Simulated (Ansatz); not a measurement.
**AlGaH (quartet): wave-function methods side by side at distance Al1–H3 = 3.562 Å, 6-31G**

The task here is to estimate one member of a computed series from the others.

Program: Ansatz 0.2.0, Gaussian basis. Level of theory: 6-31G, core rule «outside noble gas», up to 19 orbitals frozen. These are calculated values, not measurements.

The runs, in order: UHF; CCSD(T) on ROHF; BCCD(T) on ROHF; CISD; CCSDT(Q) on ROHF; CASSCF and MRCISD+Q, 5 electrons in 5 orbitals; CASSCF and NEVPT2, 5 electrons in 5 orbitals; CASSCF and MRCISD+Q, 7 electrons in 9 orbitals; CASSCF and NEVPT2, 7 electrons in 9 orbitals; Full CI.

32 further runs of the same task are left out: 25 that didn't finish, 7 set aside as unsound or not needed.

### What is computed

The geometry derives from a PBE0/def2-TZVP stationary point (not a proven minimum). One bond is set to the value named and the two fragments are kept rigid. No spin-orbit coupling is included. The filled d shell of Ga may be among the frozen orbitals whatever the setting's name suggests; the logs give the count.

3 atoms, charge 0, spin multiplicity 4.

Atoms are counted from 1 here; the program's logs count them from 0.

Bond lengths: Al1–Ga2 2.344 Å.

Set-up of the first run:

Input file in.yaml:

```yaml
crystal:
  periodic: [false, false, false]
  atoms:
    - {symbol: Al, position_ang: [0.000000, 0.000000, -0.406133]}
    - {symbol: Ga, position_ang: [0.000000, 0.000000, -2.749733]}
    - {symbol: H, position_ang: [0.000000, 0.000000, 3.155867]}
basis:
  gaussian: {orbitals: 6-31G}
magnetization: {spin_polarized: true, initial_magnetization: 3}
hamiltonian: {xc: hf}
output: {orbitals: {seedname: orbitals}}
```

Launch:

```console
> ansatz run in.yaml --threads 1 --pin off --events-out ev --progress --plain --max-ram 2393MiB
```

Steps of the session up to this table: UHF; CCSD(T) on ROHF; BCCD(T) on ROHF; CISD; CCSDT(Q) on ROHF; CASSCF and MRCISD+Q, 5 electrons in 5 orbitals; CASSCF and NEVPT2, 5 electrons in 5 orbitals; CASSCF and MRCISD+Q, 7 electrons in 9 orbitals; CASSCF and NEVPT2, 7 electrons in 9 orbitals; Full CI.

One of the session's tables, all rows but one given; the rest of the session is left out.

| method | from FCI (meV) |
| --- | --- |
| ROHF | +2426.2 |
| RMP2 | +723.1 |
| CISD | +215.3 |
| RCCSD | +130.3 |
| RCCSD(T) | +39.3 |
| BCCD(T) | +44.2 |
| RCCSDT | +14.6 |
| RCCSDT(Q) | +4.7 |
| CASSCF pair | +1914.2 |
| NEVPT2 pair | +591.2 |
| MRCISD pair | +154.4 |
| MRCISD+Q pair | -22.9 |
| CASSCF valence | +526.6 |
| NEVPT2 valence | +150.5 |
| MRCISD valence | +12.1 |
| MRCISD+Q valence | ? |
| FCI | 0 |

**Question.** Estimate the row for MRCISD+Q valence.

The run gave: from FCI (meV): +0.2. In the column «from FCI (meV)» it lies between FCI (0) and RCCSDT(Q) (+4.7).

To keep in mind: MRCISD+Q pair falls below full CI: the +Q correction isn't variational, and the cores differ from full CI's.
